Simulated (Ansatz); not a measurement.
# LiAuBr2: the cost of one run

Computed with Ansatz 0.2.0 (DFT PBEsol, scalar-relativistic, plane waves, PAW, unless a step's input says otherwise).

### Step 1. The system as given

It takes space group R-3m (No. 166, trigonal). Conventional cell: a = 3.931 Å, b = 3.931 Å, c = 19.256 Å, α = 90.00°, β = 90.00°, γ = 120.00°. Li (site symmetry -3m) has 6 Br at 2.78 Å as nearest neighbours. Around Au (site symmetry -3m) lie 6 Br at 2.78 Å. Br (site symmetry 3m) is surrounded by 3 Li at 2.78 Å and 3 Au at 2.78 Å.

Coordinates:

```
Li Au Br
1.0
     1.96530    1.13467    6.41864
    -1.96530    1.13467    6.41864
     0.00000   -2.26933    6.41864
Li Au Br
1 1 2
Direct
  0.50000 0.50000 0.50000
  0.00000 0.00000 0.00000
  0.75000 0.75000 0.75000
  0.25000 0.25000 0.25000
```

This is a trial structure built by rule; it need not be a known or stable form of this composition.

(A quick probe on a coarse mesh, which set the mesh and smearing, is not shown.)

### Step 3. The relaxation

The input, input.yaml:

```yaml
crystal:
  lattice:
    - [1.9652977935, 1.1346652101, 6.4186357155]
    - [-1.9652977935, 1.1346652101, 6.4186357155]
    - [0.0, -2.2693304202, 6.4186357155]
  atoms:
    - { symbol: Li, position: [0.5, 0.5, 0.5] }
    - { symbol: Au, position: [0.0, 0.0, 0.0] }
    - { symbol: Br, position: [0.75, 0.75, 0.75] }
    - { symbol: Br, position: [0.25, 0.25, 0.25] }
basis:
  ecutwfc: 420
kpoints:
  mp_grid: { grid: [9, 9, 9] }
hamiltonian:
  xc: pbesol
scf:
  occupations: { method: gaussian, width: 0.02 }
output:
  forces: true
  stress: true
  eigenvalues: true
relax:
  adjacent_minimum: "off"
  f_tol: 0.005
  max_steps: 80
  cell: { stress_tol: 0.05 }
```

What time and memory should one allow on 1 thread of an x86-64 CPU, shared host?

About 25 s, with a peak of 0.53 GiB.
